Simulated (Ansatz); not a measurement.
# CaAlO2F4: the cost of one run

All numbers below are computed with Ansatz 0.2.0 (DFT PBE, plane waves, PAW, scalar-relativistic, no spin polarisation).

### 1 The system as given

The cell holds 16 atoms (Al2Ca2F8O4): a = 5.921 Å, b = 5.945 Å, c = 6.712 Å, α = 97.35°, β = 97.73°, γ = 85.34°.

Structure file:

```
Ca Al F O
1.0
     5.84975    0.90205    0.14311
    -0.42621    5.92995    0.01122
    -0.93017   -0.93965    6.58062
Ca Al F O
2 2 8 4
Direct
  0.49388 0.89154 0.42940
  0.02194 0.51976 0.42340
  0.41100 0.31948 0.13200
  0.01507 0.64583 0.91138
  0.23203 0.97325 0.01403
  0.47501 0.36146 0.52326
  0.75986 0.84579 0.11960
  0.77424 0.14808 0.25270
  0.75679 0.23385 0.90271
  0.71422 0.52761 0.06853
  0.03686 0.93957 0.27255
  0.98969 0.08868 0.54776
  0.30261 0.25625 0.76179
  0.34388 0.70918 0.75562
  0.64033 0.50933 0.77137
  0.60130 0.92189 0.85972
```

### 2 Dynamics

Input file input.yaml:

```yaml
crystal:
  lattice:
    - [5.849752, 0.902054, 0.143114]
    - [-0.426212, 5.929948, 0.011219]
    - [-0.930166, -0.939648, 6.580618]
  atoms:
    - { symbol: Ca, position: [0.49388, 0.891539, 0.429401] }
    - { symbol: Ca, position: [0.021942, 0.519761, 0.423401] }
    - { symbol: Al, position: [0.410998, 0.319484, 0.132004] }
    - { symbol: Al, position: [0.015075, 0.645828, 0.911379] }
    - { symbol: F, position: [0.232025, 0.973254, 0.014034] }
    - { symbol: F, position: [0.475005, 0.361459, 0.523255] }
    - { symbol: F, position: [0.759864, 0.845795, 0.119596] }
    - { symbol: F, position: [0.774244, 0.148083, 0.252701] }
    - { symbol: F, position: [0.756793, 0.233853, 0.902711] }
    - { symbol: F, position: [0.714216, 0.527608, 0.068529] }
    - { symbol: F, position: [0.036857, 0.939569, 0.272547] }
    - { symbol: F, position: [0.989688, 0.088681, 0.547765] }
    - { symbol: O, position: [0.30261, 0.256245, 0.761792] }
    - { symbol: O, position: [0.343885, 0.709184, 0.755616] }
    - { symbol: O, position: [0.64033, 0.509331, 0.771373] }
    - { symbol: O, position: [0.601299, 0.92189, 0.859718] }
kpoints:
  mp_grid: { grid: [3, 3, 2] }
magnetization:
  spin_polarized: false
scf:
  occupations: { method: cold, width: 0.01 }
hamiltonian:
  pseudopotentials: { kind: paw }
  xc: pbe
basis:
  ecutwfc: 420
md:
  timestep: 1.0
  n_steps: 30
  ensemble: nvt_langevin
  temperature: 1200.0
  initial_velocities: maxwell_boltzmann
  seed: 531530
```

Started as:

```console
$ ansatz run input.yaml --threads 2 --pin off --max-ram 2560MiB --backend cpu --events-out ev --progress --plain --runs-dir out
```

Q: Estimate wall time and peak memory on 2 threads of an Arm CPU, shared host.

About 7.9 min, with a peak of 0.84 GiB.
